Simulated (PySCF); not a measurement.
# EuOF: other functionals and bases at one geometry

Aim: see how levels, charges and forces of EuOF depend on the level of theory. It is a constructed species; whether it can be made isn't addressed.

Computed with PySCF 2.14.0. Level: several levels, as the steps say, no spin–orbit coupling.

1 further run of the same task is left out (for a known fault of the program).

## (1) The starting structure

3 atoms, charge 0, spin multiplicity 1.

Bond lengths: Eu1–O2 1.846 Å, Eu1–F3 2.063 Å. Angles: O2–Eu1–F3 111.0°.

As a file:

```mol
EuFO
  3D, bonds by distance, orders not assigned

  3  2  0  0  0  0  0  0  0  0999 V2000
    0.0362    0.0000   -0.3500 Eu  0  0
    1.5439    0.0000    0.7150 O   0  0
   -1.6784    0.0000    0.7977 F   0  0
  1  2  8  0
  1  3  8  0
M  END
```

Formal oxidation states: Eu +3. Each metal's 6 4f electrons lie in its core potential, so multiplicities, spins and levels count the valence alone. An earlier session relaxed this geometry at PBE0, Eu lcecp-1-SVP with ECP52, O def2-SVP, F def2-SVP (singlet, point group Cs).

At PBE0 on the finer grid: E = -210.150914 Eh, HOMO -6.63 eV, LUMO -2.21 eV, Mulliken charge on Eu1 +0.90 e, largest force component 0.004 eV/Å. 

Levels to run: M06-L; BP86; PBE0, TZVP. Hardware: 2 threads of Arm Neoverse V2, shared host.

## (2) M06-L

run.py (the lines that set the calculation)

```python
mol = gto.M(atom='''
Eu     0.03625     0.00000    -0.35001
O      1.54392     0.00000     0.71499
F     -1.67839     0.00000     0.79774''',
    basis={'Eu': 'lcecp-1-SVP', 'O': 'def2-SVP', 'F': 'def2-SVP'},
    ecp={'Eu': 'lcecp-1-SVP'},
    charge=0, spin=0)
mf = dft.RKS(mol, xc='M06L')
mf.grids.atom_grid = (75, 302)  # f atoms: unpruned, at least (60, 302)
mf = mf.density_fit()  # fitting sets: Eu AutoAux, O def2-universal-JKFIT, F def2-universal-JKFIT
mf.conv_tol = 1e-08; mf.max_cycle = 55
mf.kernel(dm0)  # dm0: the density of the relaxed state
```

Started as:

```
OMP_NUM_THREADS=2 python run.py
```

## (3) BP86

Changes to run.py (the lines that set the calculation) since step 2:

```diff
@@ -7,3 +7,3 @@
     charge=0, spin=0)
-mf = dft.RKS(mol, xc='M06L')
+mf = dft.RKS(mol, xc='B88,P86')
 mf.grids.atom_grid = (75, 302)  # f atoms: unpruned, at least (60, 302)
```

## (4) PBE0, TZVP

Basis: Eu lcecp-1-TZVP with ECP52, O def2-TZVP, F def2-TZVP. 

run.py (the lines that set the calculation)

```python
mol = gto.M(atom='''
Eu     0.03625     0.00000    -0.35001
O      1.54392     0.00000     0.71499
F     -1.67839     0.00000     0.79774''',
    basis={'Eu': 'lcecp-1-TZVP', 'O': 'def2-TZVP', 'F': 'def2-TZVP'},
    ecp={'Eu': 'lcecp-1-TZVP'},
    charge=0, spin=0)
mf = dft.RKS(mol, xc='PBE0')
mf.grids.atom_grid = (75, 302)  # f atoms: unpruned, at least (60, 302)
mf = mf.density_fit()  # fitting sets: Eu AutoAux, O def2-universal-JKFIT, F def2-universal-JKFIT
mf.conv_tol = 1e-08; mf.max_cycle = 55
mf.kernel(dm0)  # dm0: free metal ions and neutral atoms
```

What does the calculation give? Wanted: for each run, HOMO; gap; charge on Eu1; dipole; largest force.

The runs gave:

| level | state | HOMO (eV) | gap (eV) | charge on Eu1 (e) | dipole (D) | largest force (eV/Å) | basis functions | time |
| --- | --- | --- | --- | --- | --- | --- | --- | --- |
| PBE0 (relaxed here) | singlet | -6.63 | 4.42 | 0.90 | 7.56 | 0.00 | 61 | 2.8 s |
| M06-L | singlet | -5.19 | 3.23 | 0.98 | 7.43 | 0.50 | 61 | 1.8 s |
| BP86 | singlet | -5.30 | 2.61 | 0.75 | 6.94 | 0.77 | 61 | 1.5 s |
| PBE0, TZVP | singlet | -6.63 | 4.43 | 1.28 | 7.81 | 0.24 | 109 | 4.2 s |

Times are on 2 threads of Arm Neoverse V2, shared host; the first row also made further properties.

In one basis the HOMO–LUMO gap runs from 2.61 eV (BP86) to 4.42 eV (PBE0). The largest leftover force, 0.77 eV/Å with BP86, stands at a geometry relaxed at another level. The Mulliken charge on Eu spans +0.75 to +1.28 e over the levels. With 4f in the core, its levels are missing from HOMO and gap. Total energies of different levels can't be compared. Spin–orbit coupling is left out throughout.
